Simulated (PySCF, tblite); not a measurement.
**C7H11F: geometry, infrared bands and NMR shifts**

Aim: predict the infrared bands and NMR shifts of C7H11F (`C=C1CCC[C@H]1CF`).

The runs use tblite 0.8.0 and PySCF 2.14.0, with density-fitted response routines of our own; the level of theory stands in each step. All values are computed, except where a source is named. Atoms are numbered from 0 throughout.

### Step 1. Starting geometry

19 atoms, charge 0, multiplicity 1; geometry from: force field or distance geometry start.

Bonds of the start (Å): C0–C1 1.35, C1–C2 1.50, C2–C3 1.53, C3–C4 1.53, C4–C5 1.53, C5–C6 1.52, C6–F7 1.37, C5–C1 1.52, C0–H8 1.08, C0–H9 1.09, C2–H10 1.08, C2–H11 1.10, C3–H12 1.08, C3–H13 1.10, C4–H14 1.10, C4–H15 1.09, C5–H16 1.10, C6–H17 1.10, C6–H18 1.09.

### Step 2. Geometry optimisation with GFN2-xTB

The job: settings as JSON, then the geometry in Å.

```
{"job": {"kind": "relax", "xc": "GFN2-xTB", "basis": "xTB"}, "charge": 0, "multiplicity": 1}
C      1.787900    -1.288500    -0.257500
C      0.886300    -0.291200    -0.107300
C      1.144900     1.118000    -0.541800
C     -0.018600     1.900700     0.073400
C     -1.157300     0.881700     0.116900
C     -0.483800    -0.420300     0.541900
C     -1.302700    -1.637700     0.147600
F     -0.786500    -2.745900     0.756700
H      2.747000    -1.114000    -0.726100
H      1.567800    -2.296300     0.092100
H      2.099400     1.508600    -0.213300
H      1.075600     1.177800    -1.636200
H     -0.278000     2.792500    -0.478600
H      0.243900     2.201300     1.100100
H     -1.952900     1.192200     0.803400
H     -1.601000     0.788500    -0.878400
H     -0.338900    -0.406000     1.636900
H     -2.341300    -1.544300     0.486900
H     -1.301600    -1.807800    -0.924100
```

On the command line:

```
> OMP_NUM_THREADS=1 python probes_run.py task.json out
```

One launch serves the whole session: the jobs run in the order shown.

**Question.** This job is followed by: GFN2-xTB harmonic vibrations, gas phase; GIAO PBE0/pcSseg-1 NMR shielding, non-relativistic, gas phase. Predict these results of the whole session: strongest single infrared mode (GFN2-xTB); zero-point energy (GFN2-xTB); ¹³C shifts against TMS (PBE0/pcSseg-1); ¹H shifts against TMS (PBE0/pcSseg-1); ¹⁹F shifts against CFCl3 (PBE0/pcSseg-1); surface potential, 1st and 99th percentile.

**Answer**, as computed:

| quantity | value |
| --- | --- |
| strongest single infrared mode (GFN2-xTB) | 2990 cm⁻¹, 86 km/mol |
| zero-point energy (GFN2-xTB) | 102.2 kcal/mol |
| ¹³C shifts against TMS (PBE0/pcSseg-1) | 163.9, 115.1, 91.6, 48.9, 37.3, 32.2, 28.6 ppm |
| ¹H shifts against TMS (PBE0/pcSseg-1) | 5.83, 5.45, 4.88, 4.55, 2.88, 2.61, 2.49, 1.76, 1.75, 1.65, 0.95 ppm |
| ¹⁹F shifts against CFCl3 (PBE0/pcSseg-1) | -243.8 ppm |
| surface potential, 1st and 99th percentile | -1.12 V and 0.77 V |

Over 51 steps the energy fell by 0.088 eV; of the close pairs, C0–C1 changed most, 1.353 to 1.320 Å. No mode is imaginary among the 51: a minimum at this level. The strongest single mode, at 2990 cm⁻¹, moves mainly H13. Unscaled tight-binding wavenumbers are off by several per cent, some by more. Its intensities can rank the bands wrongly. The most deshielded carbon is C1 (fully substituted alkene carbon), at 163.9 ppm: as expected for a trigonal carbon in a double bond. At PBE0/pcSseg-1: The largest span, 218 ppm, is at C1, where the paramagnetic term is -239 ppm.
